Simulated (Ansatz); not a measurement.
# Sn2Bi2O: the cost of one run

Method: DFT PBE, scalar-relativistic, plane waves, PAW, in Ansatz 0.2.0.

## Step 1: The starting structure

The structure is tetragonal, space group I4/mmm (No. 139). The conventional cell has a = 4.572 Å, b = 4.572 Å, c = 11.501 Å, α = 90.00°, β = 90.00°, γ = 90.00°. Sn (site symmetry -4m2) is surrounded by 4 Bi at 2.71 Å and 4 Sn at 3.23 Å and 4 O at 3.67 Å. Bi (site symmetry 4mm) has 4 Sn at 2.71 Å and 1 Bi at 2.82 Å and 4 O at 3.53 Å in its first shell of neighbours. O (site symmetry 4/mmm) is surrounded by 8 Bi at 3.53 Å and 8 Sn at 3.67 Å.

Coordinates:

```xyz
5
Lattice="-2.2862 2.2862 5.7507 2.2862 -2.2862 5.7507 2.2862 2.2862 -5.7507" Properties=species:S:1:pos:R:3 pbc="T T T"
Sn    0.0000    2.2862    2.8753
Sn    2.2862    0.0000    2.8753
Bi    0.0000    0.0000    7.1619
Bi    0.0000    0.0000    4.3395
O     0.0000    0.0000    0.0000
```

The cell is invented: species swapped into a database cell of GdGe2Rh2 (I4/mmm, No. 139), with O on the Gd sites, Bi on the Ge sites and Sn on the Rh sites. The dimensions are guesses.

## Step 2: The guess as it stands, on a coarse mesh

input.yaml reads:

```yaml
crystal:
  lattice:
    - [-2.28616391, 2.28616391, 5.75069163]
    - [2.28616391, -2.28616391, 5.75069163]
    - [2.28616391, 2.28616391, -5.75069163]
  atoms:
    - { symbol: Sn, position: [0.75, 0.25, 0.5] }
    - { symbol: Sn, position: [0.25, 0.75, 0.5] }
    - { symbol: Bi, position: [0.62270182, 0.62270182, 0.0] }
    - { symbol: Bi, position: [0.37729818, 0.37729818, 0.0] }
    - { symbol: O, position: [0.0, 0.0, 0.0] }
basis:
  ecutwfc: 420
kpoints:
  mp_grid: { grid: [6, 6, 6] }
hamiltonian:
  xc: pbe
scf:
  occupations: { method: gaussian, width: 0.1 }
  lower_state_search: "off"
output:
  forces: true
  stress: true
  eigenvalues: true
```

Launch:

```
> ansatz run input.yaml --threads 1 --pin off --max-ram 2560MiB --backend cpu --events-out ev --progress --plain --runs-dir out
```

What time and memory should one allow on 1 thread of Intel Xeon at 2.70GHz, shared host?

About 9.7 s, with a peak of 0.46 GiB.
